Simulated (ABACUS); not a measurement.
Ta3AsAu2O13 in ABACUS: the effect of dispersion

The system is Ta3AsAu2O13.

```
Ta As Au O
1.0
     5.55897    0.00000    0.00000
    -2.77948    4.81421    0.00000
     0.00000    0.00000    9.76689
Ta As Au O
3 1 2 13
Cartesian
  0.0000 0.0000 1.8956
  0.0000 0.0000 7.8713
  2.7795 1.6047 0.0000
  0.0000 0.0000 4.8834
  0.0000 3.2095 2.6789
  0.0000 3.2095 7.0880
  0.0000 0.0000 0.0000
  -1.3685 4.6760 3.5553
  -0.5858 1.2911 3.5553
  1.9543 3.6614 3.5553
  -1.3685 4.6760 6.2115
  -0.5858 1.2911 6.2115
  1.9543 3.6614 6.2115
  1.2085 1.6092 8.3843
  3.5612 0.2420 8.3843
  3.5689 2.9631 8.3843
  1.2085 1.6092 1.3826
  3.5612 0.2420 1.3826
  3.5689 2.9631 1.3826
```

The cell was built by a generator and needn't be a form met in nature.

The cell isn't the ideal one: volume scaled by 1.06.

Alike in all runs:

```yaml
Program: ABACUS 3.10.1
Task: equation of state
Functional: BLYP
Potentials_or_basis: PseudoDojo NC SR 0.4.1 PBE standard
Cutoff: 1361 eV
Density_cutoff: 5442 eV
Basis: DZP LCAO (the cutoffs set its grid)
k_mesh: 4 × 4 × 2
Occupations: fermi-dirac, width 0.05 eV
Spin: no spin polarisation
```

| dispersion | pressure (GPa) | largest force (eV/Å) |
| --- | --- | --- |
| none | ? | ? |
| D2 | -8.6 | 0.84 |
| D3 | -6.4 | 0.42 |
| D3(BJ) | -7.6 | 0.41 |
| D3(BJ)+ABC | -7.3 | 0.41 |

What does the run with dispersion none give?

Pressure -2.6 GPa; largest force 0.40 eV/Å.

Caveats: the atomic orbitals were generated for these runs and aren't a published set; the potentials were made for another functional, which shifts forces and pressure; the basis of atomic orbitals isn't converged, which shifts pressures, moduli and gaps; pairwise dispersion overbinds metals, which lowers pressure and volume (some runs).
